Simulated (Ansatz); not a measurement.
Geometry optimisation, DFT r2SCAN, scalar-relativistic, plane waves, PAW in Ansatz.

Input file:

```yaml
crystal:
  lattice:
    - [8.1, 0.0, 0.0]
    - [0.0, 8.1, 0.0]
    - [0.0, 0.0, 8.1]
  atoms:
    - { symbol: Al, position: [0.5, 0.0, 0.0] }
    - { symbol: Al, position: [0.75, 0.25, 0.0] }
    - { symbol: Al, position: [0.75, 0.0, 0.25] }
    - { symbol: Al, position: [0.0, 0.0, 0.0] }
    - { symbol: Al, position: [0.25, 0.25, 0.0] }
    - { symbol: Al, position: [0.5, 0.5, 0.0] }
    - { symbol: Al, position: [0.75, 0.75, 0.0] }
    - { symbol: Al, position: [0.25, 0.0, 0.25] }
    - { symbol: Al, position: [0.5, 0.25, 0.25] }
    - { symbol: Al, position: [0.75, 0.5, 0.25] }
    - { symbol: Al, position: [0.5, 0.0, 0.5] }
    - { symbol: Al, position: [0.75, 0.25, 0.5] }
    - { symbol: Al, position: [0.75, 0.0, 0.75] }
    - { symbol: Al, position: [0.0, 0.5, 0.0] }
    - { symbol: Al, position: [0.25, 0.75, 0.0] }
    - { symbol: Al, position: [0.0, 0.25, 0.25] }
    - { symbol: Al, position: [0.25, 0.5, 0.25] }
    - { symbol: Al, position: [0.5, 0.75, 0.25] }
    - { symbol: Al, position: [0.0, 0.0, 0.5] }
    - { symbol: Al, position: [0.25, 0.25, 0.5] }
    - { symbol: Al, position: [0.5, 0.5, 0.5] }
    - { symbol: Al, position: [0.75, 0.75, 0.5] }
    - { symbol: Al, position: [0.25, 0.0, 0.75] }
    - { symbol: Al, position: [0.5, 0.25, 0.75] }
    - { symbol: Al, position: [0.75, 0.5, 0.75] }
    - { symbol: Al, position: [0.0, 0.75, 0.25] }
    - { symbol: Al, position: [0.0, 0.5, 0.5] }
    - { symbol: Al, position: [0.25, 0.75, 0.5] }
    - { symbol: Al, position: [0.0, 0.25, 0.75] }
    - { symbol: Al, position: [0.25, 0.5, 0.75] }
    - { symbol: Al, position: [0.5, 0.75, 0.75] }
    - { symbol: Al, position: [0.0, 0.75, 0.75] }
    - { symbol: Al, position: [0.7454805, 0.2509235, 0.7486935] }
basis:
  ecutwfc: 500.0
kpoints:
  mp_grid: { grid: [2, 2, 2] }
hamiltonian:
  xc: r2scan
  pseudopotentials: { kind: paw, azcp: { folder: soft_1 } }
scf:
  occupations: { method: fermi_dirac, width: 0.15 }
  lower_state_search: "off"
relax:
  f_tol: 0.08
  max_steps: 25
  adjacent_minimum: "off"
```

Launched with:

```bash
$ ansatz run input.yaml --threads 4 --pin off --max-ram 10240MiB --backend cpu --events-out ev --progress --plain --runs-dir out
```

**Question.** Where does it end, and by what steps?

**Answer.** The run converged. The force dipped under the threshold on the way, but the program's further checks kept it going. Limits of this set-up: coarse k mesh, a small cell, in which the defect meets its images, a typed lattice constant that wasn't relaxed here. After 4 steps the energy has fallen by 7.992 eV; Al24 moved furthest, 0.48 Å. The start is strongly strained (largest force component 8 eV/Å).

```
step  energy less start (eV)  largest force component (eV/Å)  accepted
   0                  0.0000                           8.253       yes
   1                 -5.7138                           3.241       yes
   2                 -7.6127                           1.180       yes
   3                 -7.9921                           0.031       yes
   4                 -7.9921                           0.031       yes
```

```xyz
33
Lattice="8.1000 0.0000 0.0000 0.0000 8.1000 0.0000 0.0000 0.0000 8.1000" Properties=species:S:1:pos:R:3
Al 4.068 0.020 -0.020
Al 6.081 2.023 0.456
Al 6.074 -0.112 2.023
Al -0.015 0.013 -0.014
Al 2.019 2.025 0.113
Al 4.070 4.029 -0.022
Al 6.074 6.077 0.113
Al 2.027 -0.029 2.026
Al 3.940 2.025 2.023
Al 6.074 4.161 2.023
Al 4.071 0.023 4.072
Al 6.081 2.023 3.577
Al 6.081 -0.458 6.078
Al -0.017 4.035 -0.016
Al 2.027 6.074 0.029
Al 0.113 2.025 2.023
Al 2.027 4.079 2.026
Al 4.022 6.074 2.026
Al -0.018 0.016 4.065
Al 2.019 2.025 3.940
Al 4.073 4.026 4.074
Al 6.074 6.077 3.940
Al 2.019 -0.112 6.075
Al 3.566 2.023 6.078
Al 6.081 4.521 6.078
Al 0.029 6.074 2.026
Al -0.020 4.032 4.068
Al 2.027 6.074 4.022
Al 0.445 2.023 6.078
Al 2.019 4.161 6.075
Al 3.940 6.077 6.075
Al 0.113 6.077 6.075
Al 6.049 2.034 6.063
```

Whether the end is a true minimum wasn't checked by a vibrational analysis.

Run time: 79 s on 4 threads of Arm Neoverse V1, with other jobs on the host, peak memory 2.3 GiB.
